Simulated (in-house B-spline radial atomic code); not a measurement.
# Ar³⁺: highest level by several methods

In exact Kohn-Sham theory the highest occupied level equals minus the energy to remove an electron. How near do common methods come for Ar³⁺?

Program: in-house B-spline radial atomic code version 1. Level of theory: non-relativistic, several functionals, spin-polarised; spherical all-electron atom at the radial basis limit. These are calculated values, not measurements, unless marked.

## Step 1: What is computed

- element: argon (Z = 18)
- charge: +3
- electrons: 15
- configuration: [Ne] 3s2 3p3
- nucleus: point

The outer shells:

[Ne] 3s2 3p3
```
[Ne] core
3s [↑↓]
3p [↑ ][↑ ][↑ ]
```

Where spins are not typed, each open shell is filled with up spins first.

## Step 2: LDA (PW92)

Settings, as recorded:

```ini
Z = 18
electrons = 15.0
configuration = [Ne] 3s2 3p3
hamiltonian = nr
method = lda,pw
spin_polarised = True
```

## Step 3: PBE, a GGA

Settings, as recorded:

```ini
Z = 18
electrons = 15.0
configuration = [Ne] 3s2 3p3
hamiltonian = nr
method = pbe,pbe
spin_polarised = True
```

## Step 4: PBEsol, a GGA

Settings, as recorded:

```ini
Z = 18
electrons = 15.0
configuration = [Ne] 3s2 3p3
hamiltonian = nr
method = pbesol
spin_polarised = True
```

## Step 5: B97-1, a global hybrid

Settings, as recorded:

```ini
Z = 18
electrons = 15.0
configuration = [Ne] 3s2 3p3
hamiltonian = nr
method = b97_1
spin_polarised = True
```

## Step 6: SCAN, a meta-GGA

Settings, as recorded:

```ini
Z = 18
electrons = 15.0
configuration = [Ne] 3s2 3p3
hamiltonian = nr
method = scan,scan
spin_polarised = True
```

## Step 7: Hartree-Fock

Settings, as recorded:

```ini
Z = 18
electrons = 15.0
configuration = [Ne] 3s2 3p3
hamiltonian = nr
method = hf
spin_polarised = True
```

## Step 8: CAM-B3LYP, a range-separated hybrid

Settings, as recorded:

```ini
Z = 18
electrons = 15.0
configuration = [Ne] 3s2 3p3
hamiltonian = nr
method = camb3lyp
spin_polarised = True
```

## Step 9: LC-ωPBE, a range-separated hybrid

Settings, as recorded:

```ini
Z = 18
electrons = 15.0
configuration = [Ne] 3s2 3p3
hamiltonian = nr
method = lc_wpbe
spin_polarised = True
```

## Step 10: M06-L, a meta-GGA

Settings, as recorded:

```ini
Z = 18
electrons = 15.0
configuration = [Ne] 3s2 3p3
hamiltonian = nr
method = m06l
spin_polarised = True
```

## Step 11: TPSSh, a global hybrid

Settings, as recorded:

```ini
Z = 18
electrons = 15.0
configuration = [Ne] 3s2 3p3
hamiltonian = nr
method = tpssh
spin_polarised = True
```

**Question.** The tabulated ionisation energy is 59.58 ± 0.18 eV (semi-empirical; NIST Atomic Spectra Database). What does each method give, and which comes nearest?

As calculated:

| method | rung | total energy (hartree) | −ε highest (eV) | −ε less tabulated (eV) |
| --- | --- | --- | --- | --- |
| LDA (PW92) | LDA | -522.8284 | 51.512 (3p up) | -8.068 |
| PBE | GGA | -524.2587 | 51.606 (3p up) | -7.974 |
| PBEsol | GGA | -523.5233 | 51.513 (3p up) | -8.067 |
| SCAN | meta-GGA | -524.5004 | 52.408 (3p up) | -7.172 |
| M06-L | meta-GGA | -524.4661 | 52.193 (3p up) | -7.387 |
| B97-1 | global hybrid | -524.4105 | 53.190 (3p up) | -6.390 |
| TPSSh | global hybrid | -524.4748 | 52.707 (3p up) | -6.873 |
| CAM-B3LYP | range-separated hybrid | -524.4721 | 55.066 (3p up) | -4.514 |
| LC-ωPBE | range-separated hybrid | -524.3176 | 56.766 (3p up) | -2.814 |
| Hartree-Fock | Hartree-Fock | -523.8665 | 59.218 (3p up) | -0.362 |

**Reading.** Tables give 59.58 ± 0.18 eV (semi-empirical; NIST Atomic Spectra Database) for the ionisation energy. Hartree-Fock misses by -0.362 eV, the least, and LDA (PW92) by -8.068 eV (14 %), the most. Mean absolute error by rung (exchange-only levels left out): LDA 8.07 eV, GGA 8.02 eV, meta-GGA 7.28 eV, global hybrid 6.63 eV, range-separated hybrid 3.66 eV, Hartree-Fock 0.36 eV. These runs lack relativity altogether, which can outweigh the gaps between the methods, so the nearest may be so by luck. PBE is off by -7.974 eV. The semilocal levels all lie too high, since self-interaction spoils the long-range potential; for them −ε is no ionisation energy.
